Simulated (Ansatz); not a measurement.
**P: straining the crystal, a shear that moves c along a**

The task here is to estimate one member of a computed series from the others.

Program: Ansatz 0.2.0. Level of theory: DFT r2SCAN, scalar-relativistic, plane waves, PAW. These are calculated values, not measurements.

3 further runs of the same task are left out: 3 set aside as unsound or not needed.

### The starting structure

The structure is cubic, space group Pm-3m (No. 221). The conventional cell has a = 2.437 Å, b = 2.437 Å, c = 2.437 Å, α = 90.00°, β = 90.00°, γ = 90.00°. P (site symmetry m-3m) has 6 P at 2.44 Å as nearest neighbours.

Coordinates:

```
CELL_PARAMETERS angstrom
2.43735 0.00000 0.00000
0.00000 2.43735 0.00000
0.00000 0.00000 2.43735
ATOMIC_POSITIONS crystal
P 0.00000 0.00000 0.00000
```

This cell was relaxed beforehand with the same method: volume 14.48 Å³/atom, gap on the mesh none (metal).

The first run:

File input.yaml:

```yaml
crystal:
  lattice:
    - [2.4373466997, 0.0, 0.0]
    - [0.0, 2.4373466997, 0.0]
    - [0.0, 0.0, 2.4373466997]
  atoms:
    - { symbol: P, position: [0.0, 0.0, 0.0] }
basis:
  ecutwfc: 500
kpoints:
  mp_grid: { grid: [22, 22, 22] }
hamiltonian:
  xc: r2scan
scf:
  occupations: { method: gaussian, width: 0.1 }
output:
  forces: true
  stress: true
  eigenvalues: true
```

Run with:

```sh
> ansatz run input.yaml --threads 1 --pin off --max-ram 2560MiB --backend cpu --events-out ev --progress --plain --runs-dir out
```

Steps of the session up to this table: The unstrained reference; Strain +1.0 %; Strain +2.0 %; The cell strained by +3.0 %; The cell strained by +4.0 %; Strain +6.0 %.

One table of the session follows, with a row left open; its other results are not shown here.

Lengths are those of the vectors of the cell that was run; stresses in GPa:

```
strain (%)  ΔE (meV/atom)
      +0.0            0.0
      +1.0            0.4
      +2.0            1.6
      +3.0              ?
      +4.0            6.4
      +6.0           14.2
```

**Question.** Estimate the row for strain (%) = +3.0.

Worked estimate for «ΔE (meV/atom)». A straight line through the neighbours (2.0, 1.6) and (4.0, 6.4) gives 1.6 + (6.4 − 1.6) × (3.0 − 2.0) / (4.0 − 2.0) = 4.0; a parabola fitted to 4 rows on both sides gives 3.6.

As computed: ΔE (meV/atom): 3.6. In «ΔE (meV/atom)» the line misses by +0.4 and the parabola by 0.0.

ΔE is over the unstrained cell. Stress in GPa, positive in compression, on the Cartesian axes of the input. 
